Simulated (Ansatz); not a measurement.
Born–Oppenheimer molecular dynamics of a periodic cell of 28 atoms, PWO₄F (host PWO4F, host structure P-1). It goes on from the last frame of an earlier run, with new velocities.

Computed with DFT PBEsol, scalar-relativistic, plane waves, PAW in Ansatz 0.2.0. Settings: accuracy low, cutoff 420 eV, k mesh 1x1x1, fermi-dirac smearing 0.05 eV, no spin polarisation.

```json
{
  "ensemble": "NVT, Langevin thermostat",
  "time step": "1 fs",
  "steps asked": "190",
  "set temperature": "1170 K",
  "friction": "0.005 /fs",
  "seed": "920165"
}
```

First frame:

```xyz
28
Lattice="-2.9880 2.9657 6.8978 2.8607 -2.3991 6.8978 4.9146 5.3648 0.0000" Properties=species:S:1:pos:R:3
P 0.902 5.664 8.613
P 3.297 5.796 5.138
W 0.069 0.026 -0.110
W 1.129 1.316 3.446
O -1.669 1.571 6.097
O 2.966 4.419 5.830
O 2.723 0.413 4.200
O -0.218 0.336 4.452
O 1.039 7.117 7.958
O 2.347 0.030 9.781
O 2.500 2.479 2.413
O 1.101 4.492 7.621
F 1.319 2.240 5.543
F 0.961 0.448 1.703
P 1.470 0.089 8.540
P 3.887 0.405 5.184
W 2.463 2.979 7.035
W 3.525 4.575 10.344
O 3.650 1.457 6.263
O 3.972 -0.993 5.810
O 2.144 5.757 4.079
O 2.215 3.589 11.368
O 1.750 1.455 7.976
O 2.098 5.632 9.646
O 4.965 5.503 9.014
O 6.474 4.456 7.359
F 3.880 5.574 12.023
F 3.596 3.236 8.721
```

Question: What does the run give?

Answer: All steps were run.

* steps done: 190
* time covered: 190 fs
* mean temperature over the second half: 1162 K
* spread of the potential energy over the second half: 12.8 meV per atom
* mean potential energy of the second half above the start: 50.8 meV per atom

A run of 0.19 ps of so small a system gives no equilibrium averages. Limits of this set-up: coarse k mesh, low accuracy level.

Question: What happens to the structure?

Answer: Mean squared displacements from the first frame to the last, about the centre of mass: P 0.04 Å², W 0.03 Å², O 0.18 Å², F 0.10 Å². The details hang on the random start.

Question: How do temperature and energy run in time?

Answer: 
```csv
time (fs),T (K),potential energy less start (eV)
0.0,1128,0.000
9.0,908,1.046
18.0,641,2.116
27.0,721,1.935
36.0,1136,1.067
45.0,1207,1.341
54.0,1100,1.870
63.0,1138,2.272
72.0,875,2.682
81.0,1074,2.259
90.0,1035,2.316
99.0,1256,1.556
108.0,1382,1.099
117.0,1121,2.019
126.0,1304,1.191
135.0,994,2.034
144.0,1054,1.394
153.0,1096,1.493
162.0,1173,1.290
171.0,1037,1.584
180.0,1206,0.850
189.0,1083,0.959
```

Run time: 17 min on 1 thread of Arm Neoverse V1 (shared host), peak memory 0.58 GiB.
